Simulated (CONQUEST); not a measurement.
BiTe:

```
Bi Te
1.0
     4.57498    0.00000    0.00000
     0.00000    4.57498    0.00000
     0.00000    0.00000    6.47000
Bi Te
2 2
Direct
  0.00000 0.00000 0.00000
  0.50000 0.50000 0.50000
  0.00000 0.00000 0.50000
  0.50000 0.50000 0.00000
```

* Program: CONQUEST 1.3
* Task: single point
* Functional: PBE
* Potentials or basis: PseudoDojo NC PBE, DZP, grid cutoff 120 Ha
* k mesh: 6 × 6 × 4
* Occupations: fermi-dirac, width 0.05 eV
* Spin: no spin polarisation

On this cell: pressure 1.4 GPa; largest force zero by symmetry; band gap on the k mesh none (metal or under the smearing width).

The same run follows on a disturbed copy (atoms moved at random, drawn with an rms of 0.05 Å):

```
Bi Te
1.0
     4.57498    0.00000    0.00000
     0.00000    4.57498    0.00000
     0.00000    0.00000    6.47000
Bi Te
2 2
Direct
  0.01089 0.99587 0.98707
  0.51089 0.49587 0.48707
  0.49637 0.50193 0.99418
  0.99637 0.00193 0.49418
```

What changes?

The energy (extrapolated to zero smearing) moves by +6.1 meV/atom; pressure 1.4 GPa; largest force 0.280 eV/Å; band gap on the k mesh none (metal or under the smearing width).

Forces in eV/Å, atoms in the order of the input:
```
Bi  -0.220  0.093  0.146
Bi  -0.220  0.093  0.146
Te   0.217 -0.090 -0.134
Te   0.217 -0.090 -0.134
```

The forces don't sum to zero, so they hold noise of the program's grid.

Caveats: the box holds several primitive cells, so bands are folded and the points are those of the box's own zone; spin-orbit coupling is left out, which moves the levels of the heavy elements; the basis of atomic orbitals isn't converged, which shifts pressures, moduli and gaps; the real-space grid breaks the cell's symmetry a little (some runs).
